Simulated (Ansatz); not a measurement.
# AlGeH4: the cost of one run

Program: Ansatz 0.2.0. Level of theory: UKS B3LYP/def2-SVP. These are calculated values, not measurements.

### Step 1. The starting structure

Bond lengths: Al1–Ge2 2.528 Å, Al1–H3 1.590 Å, Ge2–H4 1.661 Å, Ge2–H5 1.805 Å, Al1–H6 1.787 Å. Angles: Al1–Ge2–H4 126.5°, Al1–Ge2–H5 52.0°, H4–Ge2–H5 93.2°, Ge2–Al1–H3 157.7°, Ge2–Al1–H6 49.8°, H3–Al1–H6 108.6°.

As a file:

```xyz
6

Al    0.7637   -0.9953    0.4198
Ge   -1.4230    0.0451   -0.3064
H     2.2147   -1.0698    1.0647
H    -1.6544    1.6126   -0.8040
H     0.0912   -0.1443   -1.2706
H     0.0080    0.5517    0.8964
```

### Step 2. Relaxing end A

Contents of input.yaml:

```yaml
crystal:
  periodic: [false, false, false]
  atoms:
    - { symbol: Al, position_ang: [0.76367, -0.99533, 0.41981] }
    - { symbol: Ge, position_ang: [-1.42305, 0.0451, -0.30639] }
    - { symbol: H, position_ang: [2.21471, -1.06977, 1.06468] }
    - { symbol: H, position_ang: [-1.65445, 1.61256, -0.80399] }
    - { symbol: H, position_ang: [0.09116, -0.14429, -1.27055] }
    - { symbol: H, position_ang: [0.00795, 0.55174, 0.89643] }
magnetization:
  spin_polarized: true
  initial_magnetization: 1
basis:
  gaussian: { orbitals: def2-SVP }
hamiltonian:
  xc: b3lyp
relax:
  f_tol: 0.02
  max_steps: 50
```

Command:

```console
$ ansatz run input.yaml --threads 2 --pin off --max-ram 3072MiB --backend cpu --events-out ev --progress --plain --runs-dir out
```

What time and memory should one allow on 2 threads of Intel Xeon 6975P-C (Granite Rapids), shared host?

About 11 s, with a peak of 0.2 GiB.
